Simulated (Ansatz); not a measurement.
The system is HfB.

```
Hf B
1.0
     0.00000    2.31000    2.31000
     2.31000    0.00000    2.31000
     2.31000    2.31000    0.00000
Hf B
1 1
Direct
  0.50000 0.50000 0.50000
  0.00000 0.00000 0.00000
```

| Quantity | Value |
| --- | --- |
| Program | Ansatz 0.2.0 |
| Task | relaxation of cell and atoms |
| Functional | r2SCAN |
| Potentials or basis | Ansatz PAW |
| Cutoff | 500 eV (not typed: the program's choice for these potentials) |
| k mesh | 10 × 10 × 10 |
| Occupations | fermi-dirac, width 0.05 eV |
| Spin | no spin polarisation |

At the start: volume 12.33 Å³/atom.

Question: How do energy, volume and symmetry change on relaxing?

Answer: It ends after 5 steps and the volume is 14.05 Å³/atom (+14.0 %); space group Fm-3m (No. 225, to 0.05 Å).

Step by step:
```tsv
step	energy change (eV)	largest force (eV/Å)	volume (Å³)
1	0.0000	0.0000	24.65
2	-0.2785	0.0000	28.44
3	-0.2805	0.0000	28.16
4	-0.2806	0.0000	28.11
5	-0.2812	0.0000	28.11
```

Final structure:
```
Hf B
1.0
     0.00000    2.41323    2.41323
     2.41323    0.00000    2.41323
     2.41323    2.41323    0.00000
Hf B
1 1
Direct
  0.50000 0.50000 0.50000
  0.00000 0.00000 0.00000
```

Caveat: the plane-wave basis is chosen anew once the cell has moved, so the energies of steps on either side of that aren't comparable; the PAW data sets come from PBE, with cores solved anew for the run's functional, which leaves a small shift of forces and pressure.
